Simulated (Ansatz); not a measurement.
# Ti5Si: the cost of one run

Program: Ansatz 0.2.0. Level of theory: DFT PBEsol, scalar-relativistic, plane waves, PAW. These are calculated values, not measurements.

1 further run of the same task is left out (set aside as unsound or not needed).

### Step 1. The starting structure

It takes space group R32 (No. 155, trigonal). Conventional cell: a = 4.980 Å, b = 4.980 Å, c = 13.197 Å, α = 90.00°, β = 90.00°, γ = 120.00°. Ti (site symmetry 3) is surrounded by 9 Ti at 2.80 to 2.90 Å and 3 Si at 2.88 Å. Around Ti (site symmetry 2) lie 8 Ti at 2.65 to 2.85 Å and 2 Si at 2.68 Å. Around Si (site symmetry 32) lie 12 Ti at 2.68 to 2.88 Å.

Structure file:

```cif
data_structure
_symmetry_space_group_name_H-M 'R32:H'
_symmetry_Int_Tables_number 155
_cell_length_a 4.9795
_cell_length_b 4.9795
_cell_length_c 13.1972
_cell_angle_alpha 90.000
_cell_angle_beta 90.000
_cell_angle_gamma 120.000
_cell_volume 283.39
loop_
_atom_site_label
_atom_site_type_symbol
_atom_site_symmetry_multiplicity
_atom_site_Wyckoff_symbol
_atom_site_fract_x
_atom_site_fract_y
_atom_site_fract_z
_atom_site_occupancy
Ti1 Ti 6 c 0.33333 0.66667 0.81788 1
Ti2 Ti 9 d 0.60462 0.00000 0.00000 1
Si1 Si 3 b 0.66667 0.33333 0.83333 1
```

It goes back to an entry of the Materials Project, which need not be the stable form.

It is the result of an earlier relaxation at this level (volume 15.74 Å³/atom; gap on the mesh: none (metal)).

### Step 2. Relaxing to 0.001 eV/Å, with the smearing for a metal

The response runs start from a cell at rest, found with their own mesh and filling of the bands.

input.yaml reads:

```yaml
crystal:
  lattice:
    - [2.4897678667, 1.437468148, 4.3990762172]
    - [-2.4897678667, 1.437468148, 4.3990762172]
    - [0.0, -2.8749362961, 4.3990762172]
  atoms:
    - { symbol: Ti, position: [0.1512178647, 0.1512178647, 0.1512178647] }
    - { symbol: Ti, position: [0.6046246926, 0.3953753074, 0.0] }
    - { symbol: Ti, position: [0.0, 0.6046246926, 0.3953753074] }
    - { symbol: Ti, position: [0.8487821353, 0.8487821353, 0.8487821353] }
    - { symbol: Ti, position: [0.3953753074, 0.0, 0.6046246926] }
    - { symbol: Si, position: [0.5, 0.5, 0.5] }
basis:
  ecutwfc: 420
kpoints:
  mp_grid: { grid: [12, 12, 12] }
hamiltonian:
  xc: pbesol
scf:
  occupations: { method: fermi_dirac, width: 0.15 }
output:
  forces: true
  stress: true
  eigenvalues: true
relax:
  adjacent_minimum: "off"
  f_tol: 0.001
  max_steps: 60
  cell: { stress_tol: 0.01 }
```

On the command line:

```
$ ansatz run input.yaml --threads 2 --pin off --max-ram 6144MiB --backend cpu --events-out ev --progress --plain --runs-dir out
```

What time and memory should one allow on 2 threads of Oxide Virtual Turin-like (Zen 5), shared host?

About 3.6 min, with a peak of 0.86 GiB.
